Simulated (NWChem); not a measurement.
# One shape, several levels: SiH2O2F (SMILES O[Si](O)F)

We compute a comparison of 3 runs (UHF/def2-SVP, UPBE0/3-21G, UPBE0/def2-SVP) of SiH2O2F. 

Program for the calculation: NWChem 7.3.0.

### Step 1. The molecule

SiH2O2F: 6 atoms, total charge 0, spin state doublet. As SMILES, `O[Si](O)F`. Geometry: relaxed at PBE0-D4/def2-TZVP. This is one conformer, not always the lowest.

Bond lengths: O1–Si2 1.630 Å, Si2–O3 1.639 Å, Si2–F4 1.594 Å, O1–H5 0.959 Å, O3–H6 0.959 Å. Angles: O1–Si2–O3 107.8°, O1–Si2–F4 105.4°, O3–Si2–F4 111.3°, Si2–O1–H5 117.1°, Si2–O3–H6 117.8°.

### Step 2. Energy and forces at UHF/def2-SVP (run 1)

Input file run.py:

```python
from ase import Atoms
from ase.calculators.nwchem import NWChem

atoms = Atoms('OSiOFHH', positions=[
    [-0.887300, 1.032000, -0.626300],
    [0.382900, 0.026200, -0.446500],
    [0.346300, -0.560700, 1.083400],
    [0.159400, -1.133900, -1.516300],
    [-1.051600, 1.658800, 0.081100],
    [1.092300, -1.086600, 1.378500],
])

calc = NWChem(
    label='mymol',
    theory='scf',
    memory='2200 mb',
    basis='def2-SVP',
    basispar='spherical bse',
    scf={'nopen': '1', 'uhf': None, 'thresh': '1e-08', 'maxiter': '80'},
)
atoms.calc = calc

forces = atoms.get_forces()
e = atoms.get_potential_energy()
print(f"E = {e:.6f} eV")
print("forces (eV/A):")
for s, f in zip(atoms.symbols, forces):
    print(f"{s:2s} {f[0]:10.5f} {f[1]:10.5f} {f[2]:10.5f}")
```

Run with:

```
$ export ASE_NWCHEM_COMMAND="nwchem PREFIX.nwi > PREFIX.nwo"
$ python run.py
```

Log:

```text
E = -14669.066560 eV
forces (eV/A):
O    -0.08402    0.66833    0.69425
Si   -0.06273    0.27033    0.12429
O     0.78660   -0.51731    0.19633
F     0.00756   -0.33460   -0.21536
H     0.04093   -0.51062   -0.64550
H    -0.68839    0.42382   -0.15401
```

The calculator wrote mymol.nwi:

```
title "mymol"

permanent_dir mymol

scratch_dir mymol

start mymol

geometry units angstrom nocenter noautosym noautoz
  O  -8.8729999999999998e-01 1.0320000000000000e+00 -6.2629999999999997e-01
  Si 3.8290000000000002e-01 2.6200000000000001e-02 -4.4650000000000001e-01
  O  3.4630000000000000e-01 -5.6069999999999998e-01 1.0833999999999999e+00
  F  1.5939999999999999e-01 -1.1338999999999999e+00 -1.5163000000000000e+00
  H  -1.0516000000000001e+00 1.6588000000000001e+00 8.1100000000000005e-02
  H  1.0923000000000000e+00 -1.0866000000000000e+00 1.3785000000000001e+00
end

memory 2200 mb

basis spherical bse noprint
   * library def2-SVP
end

scf
  nopen 1
  uhf
  thresh 1e-08
  maxiter 80
end

task scf gradient
```

mymol.nwo:

```text
Northwest Computational Chemistry Package (NWChem) 7.3.0
             --------------------------------------------------------

           Job information
           ---------------

    nwchem branch   = 7.3.0
    use scalapack   = T
    input           = mymol.nwi
    prefix          = mymol.
    data base       = mymol/mymol.db
    status          = startup
    nproc           =        1

           Memory information
           ------------------

    heap     =     72089594 doubles =      550.0 Mbytes
    stack    =     72089599 doubles =      550.0 Mbytes
    global   =    144179200 doubles =     1100.0 Mbytes (distinct from heap & stack)
    total    =    288358393 doubles =     2200.0 Mbytes
    verify   = yes
    hardfail = no

[... 39 lines left out ...]
            Nuclear Dipole moment (a.u.)
[... 81 lines left out ...]
 1-e energy   =   -1099.476256
[... 7 lines left out ...]
         Quadratically convergent UHF
[... 14 lines left out ...]
       Final UHF  results
[... 3 lines left out ...]
      One electron energy =  -1102.061300519176
[... 1 line left out ...]
 Nuclear repulsion energy =    177.531825177461
[... 43 lines left out ...]
          Final beta eigenvalues
[... 220 lines left out ...]
                     UHF Final Beta Molecular Orbital Analysis
[... 272 lines left out ...]
                 ----------------------------------------
                 |  Time  |  1-e(secs)   |  2-e(secs)   |
                 ----------------------------------------
                 |  CPU   |       0.00   |       1.55   |
                 ----------------------------------------
                 |  WALL  |       0.00   |       1.55   |
                 ----------------------------------------

 Task  times  cpu:        7.9s     wall:        7.9s
 Total times  cpu:        8.0s     wall:        8.0s
```

It took 9.3 s on 1 thread of Intel Xeon Platinum 8488C (Sapphire Rapids), shared host; peak memory 0.1 GiB.

### Step 3. Energy and gradient at UPBE0/3-21G (run 2)

Input file fh2o2si.nw:

```
start fh2o2si
memory stack 880 mb heap 220 mb global 1100 mb
charge 0

geometry noautosym nocenter noautoz
 O       -0.887300       1.032000      -0.626300
 Si       0.382900       0.026200      -0.446500
 O        0.346300      -0.560700       1.083400
 F        0.159400      -1.133900      -1.516300
 H       -1.051600       1.658800       0.081100
 H        1.092300      -1.086600       1.378500
end

basis "ao basis" spherical bse
 * library 3-21G
end

dft
 xc pbe0
 mult 2
 grid xfine
 convergence energy 1e-08
 maxiter 100
 mulliken
end

task dft gradient
```

Run with:

```
$ nwchem fh2o2si.nw > fh2o2si.out
```

Log:

```text
[...]
          Wavefunction type:  spin polarized.
          No. of atoms     :     6
          No. of electrons :    41
[...]
          Charge           :     0
          Spin multiplicity:     2
[...]
          AO basis - number of functions:    44
[...]
              XC Information
              --------------
                         PBE0 Method XC Functional
                     Hartree-Fock (Exact) Exchange  0.250
          PerdewBurkeErnzerhof Exchange Functional  0.750
            Perdew 1991 LDA Correlation Functional  1.000 local
           PerdewBurkeErnz. Correlation Functional  1.000 non-local
[...]
 d= 0,ls=0.0,diis     1   -537.6394570665 -7.15D+02  1.59D-02  2.54D-01     1.3
[...]
 d= 0,ls=0.0,diis    10   -537.7560270601 -2.69D-09  7.51D-07  2.30D-09    12.1
[...]
         Total DFT energy =     -537.756027060087
      One electron energy =    -1099.166064298135
           Coulomb energy =      432.893972132429
    Exchange-Corr. energy =      -49.015760071843
 Nuclear repulsion energy =      177.531825177462
[...]
      Total Density - Mulliken Population Analysis
     ---------------------------------------------
    Atom       Charge   Shell Charges
 -----------   ------   -------------------------------------------------------
    1 O    8     8.75   1.98  0.41  2.14  1.48  2.73
    2 Si  14    12.92   2.00  1.97  5.85  0.72  1.32  0.48  0.59
    3 O    8     8.75   1.98  0.41  2.14  1.47  2.74
    4 F    9     9.40   1.98  0.44  2.48  1.54  2.95
    5 H    1     0.60   0.42  0.17
    6 H    1     0.59   0.43  0.17
[...]
      <S2> =      0.7516 (Exact =     0.7500)
[...]
  wavefunction    = open shell
                         DFT ENERGY GRADIENTS
    atom               coordinates                        gradient
                 x          y          z           x          y          z
   1 O      -1.676754   1.950197  -1.183535    0.020715  -0.006954   0.014712
   2 Si      0.723576   0.049511  -0.843763   -0.035856  -0.019506   0.006286
   3 O       0.654412  -1.059569   2.047329    0.015723   0.001639  -0.019168
   4 F       0.301222  -2.142760  -2.865392    0.006557   0.030078   0.026405
   5 H      -1.987236   3.134677   0.153257    0.009464  -0.018475  -0.014890
   6 H       2.064148  -2.053376   2.604987   -0.016604   0.013218  -0.013344
[...]
```

Run time: 15 s. Hardware: 1 thread of Intel Xeon Platinum 8488C (Sapphire Rapids), shared host; peak memory 0.13 GiB.

### Step 4. Energy and gradient at UPBE0/def2-SVP (run 3)

Input file fh2o2si.nw:

```
start fh2o2si
memory 2200 mb
charge 0

geometry units au noautosym nocenter noautoz
  O     -1.67675399     1.95019736    -1.18353547
  Si     0.72357613     0.04951082    -0.84376271
  O      0.65441216    -1.05956944     2.04732928
  F      0.30122234    -2.14276045    -2.86539172
  H     -1.98723599     3.13467770     0.15325679
  H      2.06414785    -2.05337641     2.60498746
end

basis spherical bse
  * library def2-SVP
end

dft
  xc pbe0
  mult 2
  grid xfine
  convergence energy 1e-08
  iterations 100
  mulliken
end

task dft gradient
```

Run with:

```
$ nwchem fh2o2si.nw > fh2o2si.out
```

Log:

```text
[...]
          Wavefunction type:  spin polarized.
          No. of atoms     :     6
          No. of electrons :    41
[...]
          Charge           :     0
          Spin multiplicity:     2
[...]
          AO basis - number of functions:    70
[...]
              XC Information
              --------------
                         PBE0 Method XC Functional
                     Hartree-Fock (Exact) Exchange  0.250
          PerdewBurkeErnzerhof Exchange Functional  0.750
            Perdew 1991 LDA Correlation Functional  1.000 local
           PerdewBurkeErnz. Correlation Functional  1.000 non-local
[...]
 d= 0,ls=0.0,diis     1   -540.3046943368 -7.18D+02  1.02D-02  2.49D-01     2.6
[...]
 d= 0,ls=0.0,diis    10   -540.4150808128 -7.77D-09  1.24D-06  1.76D-09    25.8
[...]
         Total DFT energy =     -540.415080812800
      One electron energy =    -1102.372485932916
           Coulomb energy =      433.508576626644
    Exchange-Corr. energy =      -49.082984085719
 Nuclear repulsion energy =      177.531812579191
[...]
      Total Density - Mulliken Population Analysis
     ---------------------------------------------
    Atom       Charge   Shell Charges
 -----------   ------   -------------------------------------------------------
    1 O    8     8.38   1.99  1.07  0.63  2.89  1.79  0.01
    2 Si  14    13.30   2.00  1.98  0.92  0.25  5.93  1.11  0.60  0.52
    3 O    8     8.40   1.99  1.07  0.64  2.88  1.81  0.01
    4 F    9     9.33   1.99  1.13  0.79  3.35  2.07  0.01
    5 H    1     0.79   0.67  0.05  0.07
    6 H    1     0.79   0.67  0.05  0.07
[...]
      <S2> =      0.7515 (Exact =     0.7500)
[...]
  wavefunction    = open shell
                         DFT ENERGY GRADIENTS
    atom               coordinates                        gradient
                 x          y          z           x          y          z
   1 O      -1.676754   1.950197  -1.183535    0.009190  -0.005946   0.003059
   2 Si      0.723576   0.049511  -0.843763   -0.012609  -0.011265  -0.003098
   3 O       0.654412  -1.059569   2.047329    0.002481   0.002989  -0.010209
   4 F       0.301222  -2.142760  -2.865392    0.002638   0.014628   0.013215
   5 H      -1.987236   3.134678   0.153257    0.000554  -0.001984  -0.001898
   6 H       2.064148  -2.053376   2.604987   -0.002255   0.001579  -0.001068
[...]
```

Wall time 31 s (1 thread of Intel Xeon Platinum 8488C (Sapphire Rapids), shared host); peak memory 0.13 GiB.

### Step 5. Overview of the runs

```tsv
run	level	iteration cap	module	energy (Eh)	dipole moment (D)	HOMO energy (eV)	LUMO energy (eV)	wall time
1	UHF/def2-SVP	80	scf	-539.078257	3.15	-9.82	1.67	9.3 s
2	UPBE0/3-21G	100	dft	-537.756027	3.18	-5.85	-2.36	15 s
3	UPBE0/def2-SVP	100	dft	-540.415081	2.72	-6.19	-2.13	31 s
```

### Step 6. Results

| quantity | value |
| --- | --- |
| run 3: total energy | -540.41508 Eh |
| run 3: dipole moment | 2.72 D |
| run 3: HOMO energy (highest over α and β) | -6.19 eV |
| run 3: LUMO energy (lowest over α and β) | -2.13 eV |
| run 3: ⟨S²⟩ | 0.751 |
| run 3: largest force on an atom | 1.023 eV/Å |

The dipole moment (its size) runs from 2.72 D (UPBE0/def2-SVP) to 3.18 D (UPBE0/3-21G). All runs together took 55 s, the longest 31 s.
